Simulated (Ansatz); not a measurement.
# Ir4Pt: the cost of one run

Program: Ansatz 0.2.0. Level of theory: DFT PBE, scalar-relativistic, plane waves, PAW, unless a step names another level. These are calculated values, not measurements.

### Step 1. The structure to begin with

Symmetry: P-3m1, No. 164, trigonal system. The conventional cell has a = 2.756 Å, b = 2.756 Å, c = 11.204 Å, α = 90.00°, β = 90.00°, γ = 120.00°. Around Ir (site symmetry 3m) lie 9 Ir at 2.71 to 2.76 Å and 3 Pt at 2.79 Å. Ir (site symmetry 3m) has 12 Ir at 2.71 to 2.76 Å as nearest neighbours. Pt (site symmetry -3m) is surrounded by 6 Pt at 2.76 Å and 6 Ir at 2.79 Å.

Structure file:

```xyz
5
Lattice="2.7565 0.0000 0.0000 -1.3782 2.3872 0.0000 0.0000 0.0000 11.2040" Properties=species:S:1:pos:R:3 pbc="T T T"
Ir    0.0000    1.5915    8.9157
Ir    0.0000    1.5915    4.4793
Ir    1.3782    0.7957    2.2883
Ir    1.3782    0.7957    6.7247
Pt    0.0000    0.0000    0.0000
```

It came out lowest among 20 distinct ends of the trial cells. At a tolerance of 0.05 Å it has space group P-3m1 (No. 164).

### Step 2. Tight relaxation for the response runs, on the response runs' mesh and smearing

The input, input.yaml:

```yaml
crystal:
  lattice:
    - [2.7564803803, 0.0, 0.0]
    - [-1.3782401902, 2.3871820344, 0.0]
    - [0.0, 0.0, 11.2040382835]
  atoms:
    - { symbol: Ir, position: [0.3333333333, 0.6666666667, 0.7957608333] }
    - { symbol: Ir, position: [0.3333333333, 0.6666666667, 0.3997966258] }
    - { symbol: Ir, position: [0.6666666667, 0.3333333333, 0.2042391667] }
    - { symbol: Ir, position: [0.6666666667, 0.3333333333, 0.6002033742] }
    - { symbol: Pt, position: [0.0, 0.0, 0.0] }
basis:
  ecutwfc: 420
kpoints:
  mp_grid: { grid: [12, 12, 4] }
hamiltonian:
  xc: pbe
scf:
  occupations: { method: gaussian, width: 0.1 }
output:
  forces: true
  stress: true
  eigenvalues: true
relax:
  adjacent_minimum: "off"
  f_tol: 0.001
  max_steps: 60
  cell: { stress_tol: 0.01 }
```

The run is started by

```
ansatz run input.yaml --threads 3 --pin off --max-ram 7680MiB --backend cpu --events-out ev --progress --plain --runs-dir out
```

What time and memory should one allow on 3 threads of Intel Xeon Platinum 8488C (Sapphire Rapids), shared host?

About 8.1 s, with a peak of 0.56 GiB.
